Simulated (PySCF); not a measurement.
# [La(HCN)]2+: other functionals and bases at one geometry

The task here is to estimate one member of a computed series from the others.

Program: PySCF 2.14.0. Level of theory: several levels, as the steps say, no spin–orbit coupling. These are calculated values, not measurements.

1 further run of the same task is left out (for a known fault of the program).

### Starting geometry

4 atoms, charge 2, spin multiplicity 1.

Bond lengths: La1–N2 2.635 Å, N2–C3 1.154 Å, C3–H4 1.093 Å. Angles: La1–N2–C3 180.0°, N2–C3–H4 180.0°.

Geometry (Å):

| atom | x (Å) | y (Å) | z (Å) |
| --- | --- | --- | --- |
| La1 | 0.0000 | 0.0000 | -0.4442 |
| N2 | 0.0000 | 0.0000 | 2.1912 |
| C3 | 0.0000 | 0.0000 | 3.3448 |
| H4 | 0.0000 | 0.0000 | 4.4381 |

Formal oxidation states: La +2. Each metal's 1 4f electrons lie in its core potential, so multiplicities, spins and levels count the valence alone. For divalent La, Ce, Gd or Lu the extra electron is normally 5d or 6s, so this core forces an excited configuration. An earlier session relaxed this geometry at PBE0, La lcecp-0-SVP with ECP47, N def2-SVP, C def2-SVP, H def2-SVP (singlet, point group C∞v).

At PBE0 on the finer grid: E = -118.787751 Eh, frontier levels not given, since the 4f levels lie in the core, Mulliken charge on La1 +1.80 e, largest force component 0.001 eV/Å. 

Levels to run: PBE; wB97X; PBE0, TZVP. Hardware: 2 threads of Arm Neoverse V1, shared host.

Set-up of the first run:

Contents of run.py (the lines that set the calculation):

```python
mol = gto.M(atom='''
La     0.00000     0.00000    -0.44416
N      0.00000     0.00000     2.19121
C      0.00000     0.00000     3.34480
H      0.00000     0.00000     4.43808''',
    basis={'La': 'lcecp-0-SVP', 'N': 'def2-SVP', 'C': 'def2-SVP', 'H': 'def2-SVP'},
    ecp={'La': 'lcecp-0-SVP'},
    charge=2, spin=0)
mf = dft.RKS(mol, xc='PBE')
mf.grids.atom_grid = (75, 302)  # f atoms: unpruned, at least (60, 302)
mf = mf.density_fit()  # fitting sets: La AutoAux, N def2-universal-JKFIT, C def2-universal-JKFIT, H def2-universal-JKFIT
mf.conv_tol = 1e-08; mf.max_cycle = 55
mf.kernel(dm0)  # dm0: the density of the relaxed state
```

Run with:

```console
$ OMP_NUM_THREADS=2 python run.py
```

Steps of the session up to this table: PBE; wB97X; PBE0, TZVP.

One table of the session follows, with a row left open; its other results are not shown here.

```
              level  charge on La1 (e)  dipole (D)  largest force component (eV/Å)
PBE0 (relaxed here)               1.80        1.83                            0.00
                PBE                  ?           ?                               ?
              wB97X               1.81        1.72                            0.29
         PBE0, TZVP               1.86        1.91                            1.11
```

Estimate the missing values for PBE.

As computed: charge on La1 (e): 1.77; dipole (D): 1.88; largest force component (eV/Å): 1.52. In the column «charge on La1 (e)» it is the lowest.

The dipole of a charged species depends on the origin, so these sizes hold for this origin alone.

The largest leftover force, 1.52 eV/Å with PBE, stands at a geometry relaxed at another level. With 4f in the core, its levels are missing from HOMO and gap, and its count is fixed, so no charge can pass from the ligands into it. Total energies of different levels can't be compared.
